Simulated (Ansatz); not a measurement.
**CH6OSi2: one species, many methods**

How much do the methods differ for CH6OSi2? The plan is to run it at one geometry with functionals of several rungs and with coupled cluster, and see how far each lands from CCSD(T) at the basis-set limit for the atomisation energy.

Method: functionals in def2-TZVPP, the program's frozen cores in correlated methods; program: Ansatz 0.2.0, Gaussian basis.

Plan: LDA (SPW92), PBE-D4, revPBE-D4, BLYP-D4, r2SCAN-D4, B97M-V, PBE0-D4, B3LYP-D4, r2SCANh-D4, r2SCAN0-D4, HSE06-D4, BHLYP-D4, CAM-B3LYP-D4, LC-ωPBE, ωB97X-V, ωB97M-V, B2PLYP, PBE-QIDH; CCSD(T)/def2-SVP; CCSD(T)/def2-TZVPP; MP2/def2-QZVPP; extrapolation to the limit; RPA on PBE.

## 1. The relaxed structure

All runs share one geometry, relaxed beforehand with PBE0-D4 in a triple-zeta def2 set.

10 atoms, charge 0, spin multiplicity 1.

Atoms are counted from 1 here; the program's logs count them from 0.

Bond lengths: O1–Si2 1.637 Å, O1–H5 0.959 Å, Si2–C3 1.805 Å, Si2–Si4 2.507 Å, Si2–H6 1.477 Å, C3–Si4 1.974 Å, C3–H7 1.088 Å, C3–H8 1.087 Å, Si4–H9 1.531 Å, Si4–H10 1.762 Å. Angles: Si2–O1–H5 118.6°, O1–Si2–C3 115.7°, O1–Si2–Si4 126.2°, O1–Si2–H6 113.2°, C3–Si2–Si4 51.4°, C3–Si2–H6 120.7°, Si4–Si2–H6 116.1°, Si2–C3–Si4 83.0°, Si2–C3–H7 115.5°, Si2–C3–H8 116.4°, Si4–C3–H7 113.0°, Si4–C3–H8 114.0°, H7–C3–H8 112.0°, Si2–Si4–C3 45.6°, Si2–Si4–H9 78.7°, Si2–Si4–H10 40.4°, C3–Si4–H9 92.5°, C3–Si4–H10 85.0° and more.

## 2. LDA

This LDA is Slater exchange with PW92 correlation.

File in.yaml:

```yaml
crystal:
  periodic: [false, false, false]
  atoms:
    - {symbol: O, position_ang: [-1.254849, 1.165008, -1.151244]}
    - {symbol: Si, position_ang: [-0.397106, 0.520281, 0.085144]}
    - {symbol: C, position_ang: [1.225568, -0.139616, -0.349948]}
    - {symbol: Si, position_ang: [0.424308, -1.842682, 0.245594]}
    - {symbol: H, position_ang: [-2.193176, 1.317591, -1.028450]}
    - {symbol: H, position_ang: [-0.604918, 1.225319, 1.366636]}
    - {symbol: H, position_ang: [1.465169, -0.130753, -1.411249]}
    - {symbol: H, position_ang: [2.061628, 0.193165, 0.259715]}
    - {symbol: H, position_ang: [0.447130, -1.416578, 1.715985]}
    - {symbol: H, position_ang: [-1.090552, -0.942935, 0.270718]}
basis:
  gaussian: {orbitals: def2-TZVPP}
hamiltonian: {xc: lda}
output: {orbitals: {seedname: orbitals}}
```

Command:

```console
$ ansatz run in.yaml --threads 2 --pin off --events-out ev --progress --plain --max-ram 4352MiB
```

After this run come: PBE-D4 (GGA); revPBE-D4 (GGA); BLYP-D4 (GGA); r2SCAN-D4 (meta-GGA); B97M-V (meta-GGA); B3LYP-D4 (hybrid); r2SCANh-D4 (hybrid); r2SCAN0-D4 (hybrid); HSE06-D4 (hybrid); BHLYP-D4 (hybrid); CAM-B3LYP-D4 (range-separated); LC-ωPBE (range-separated); ωB97X-V (range-separated); ωB97M-V (range-separated); B2PLYP (double hybrid); PBE-QIDH (double hybrid); CCSD(T) in def2-SVP; CCSD(T) in def2-TZVPP; MP2 in def2-QZVPP; RPA on PBE orbitals.

Before running them: what should the planned runs give, taken together? Wanted: atomisation energy, CCSD(T)/CBS; farthest beyond LDA; mean size of error, GGA; mean size of error, meta-GGA; mean size of error, hybrid; mean size of error, range-separated; mean size of error, double hybrid; gap, smallest and largest; T1 diagnostic.

As calculated:

| quantity | value |
| --- | --- |
| atomisation energy, CCSD(T)/CBS | 817.1 kcal/mol |
| functionals within 4.1 kcal/mol (0.5 %) | r2SCAN-D4, CAM-B3LYP-D4, ωB97X-V, ωB97M-V |
| farthest beyond LDA | BHLYP-D4 (-24.6 kcal/mol) |
| mean size of error, GGA | 8.4 kcal/mol |
| mean size of error, meta-GGA | 2.6 kcal/mol |
| mean size of error, hybrid | 9.3 kcal/mol |
| mean size of error, range-separated | 3.9 kcal/mol |
| mean size of error, double hybrid | 12.0 kcal/mol |
| gap, smallest and largest | 3.32 eV (LDA (SPW92)), 9.80 eV (LC-ωPBE) |
| T1 diagnostic | 0.0143 |
| triples share of the correlation energy | 3.9 % |

The LDA atomisation energy is off by 109.8 kcal/mol (13 %): it overbinds. PBE-D4 misses by +5.6 kcal/mol. Double hybrids carry the basis error of their MP2 part in triple zeta, and no dispersion term here, so their miss is partly the set-up's. The rungs meta-GGA, range-separated miss on average by less than the doubt on the reference (4.1 kcal/mol), so they tie. The reference freezes the cores and leaves out relativity and excitations past (T), so misses under about 4.1 kcal/mol can't be ranked. Hartree-Fock recovers 72 % of the binding; the rest is correlation. CCSD(T) in def2-SVP is off by -62.1 kcal/mol, more than most functionals: a good method in a small basis is no reference. The gap grows from 3.3 to 9.8 eV across the functionals, mostly with the share of exact exchange.
